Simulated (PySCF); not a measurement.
# B2ErH8 (Er(BH4)2+): the cost of one run

Program: PySCF 2.14.0. Level of theory: PBE0, Er lcecp-1-SVP with ECP57, B def2-SVP, H def2-SVP; scalar-relativistic core potentials, no spin–orbit coupling. These are calculated values, not measurements.

1 further run of the same task is left out (for a known fault of the program).

## 1. The system as given

11 atoms, charge 1, spin multiplicity 1.

Bond lengths: Er1–B2 2.439 Å, Er1–H4 2.341 Å, Er1–H5 2.341 Å, Er1–H6 2.341 Å, Er1–B7 2.439 Å, Er1–H9 2.341 Å, Er1–H10 2.341 Å, Er1–H11 2.341 Å, B2–H3 1.200 Å, B2–H4 1.250 Å, B2–H5 1.250 Å, B2–H6 1.250 Å, B7–H8 1.200 Å, B7–H9 1.250 Å, B7–H10 1.250 Å, B7–H11 1.250 Å. Angles: B2–Er1–H4 30.2°, B2–Er1–H5 30.2°, B2–Er1–H6 30.2°, B2–Er1–B7 131.8°, B2–Er1–H9 108.1°, B2–Er1–H10 159.8°, B2–Er1–H11 118.6°, H4–Er1–H5 51.7°, H4–Er1–H6 51.7°, H4–Er1–B7 108.1°, H4–Er1–H9 94.6°, H4–Er1–H10 138.0°, H4–Er1–H11 88.9°, H5–Er1–H6 51.7°, H5–Er1–B7 159.8°, H5–Er1–H9 138.0°, H5–Er1–H10 169.6°, H5–Er1–H11 134.9° and more.

Geometry (Å):

```xyz
11
charge 1, multiplicity 1
Er    0.0000    0.0000    0.0000
B     2.2262    0.0000    0.9963
H     3.3215    0.0000    1.4865
H     1.5060   -0.8335    1.5872
H     2.3116   -0.3051   -0.2129
H     1.7219    1.1386    1.1048
B    -2.2262    0.0000    0.9963
H    -3.3215    0.0000    1.4865
H    -1.5060    0.8335    1.5872
H    -2.3116    0.3051   -0.2129
H    -1.7219   -1.1386    1.1048
```

Formal oxidation states: Er +3. Each metal's 11 4f electrons lie in its core potential, so multiplicities, spins and levels count the valence alone.

## 2. SCF at the start, singlet

File run.py (the lines that set the calculation):

```python
mol = gto.M(atom='''
Er     0.00000     0.00000     0.00000
B      2.22620     0.00000     0.99630
H      3.32150     0.00000     1.48650
H      1.50600    -0.83350     1.58720
H      2.31160    -0.30510    -0.21290
H      1.72190     1.13860     1.10480
B     -2.22620     0.00000     0.99630
H     -3.32150     0.00000     1.48650
H     -1.50600     0.83350     1.58720
H     -2.31160     0.30510    -0.21290
H     -1.72190    -1.13860     1.10480''',
    basis={'Er': 'lcecp-1-SVP', 'B': 'def2-SVP', 'H': 'def2-SVP'},
    ecp={'Er': 'lcecp-1-SVP'},
    charge=1, spin=0)
mf = dft.RKS(mol, xc='PBE0')
mf.grids.atom_grid = (50, 194)  # f atoms: unpruned, at least (60, 302)
mf = mf.density_fit()  # fitting sets: Er AutoAux, B def2-universal-JKFIT, H def2-universal-JKFIT
mf.conv_tol = 1e-08; mf.max_cycle = 55
mf.kernel(dm0)  # dm0: free metal ions and neutral atoms
```

Started as:

```console
OMP_NUM_THREADS=2 python run.py
```

What time and memory should one allow on 2 threads of Arm Neoverse V2, shared host?

About 3.3 s, with a peak of 0.66 GiB.
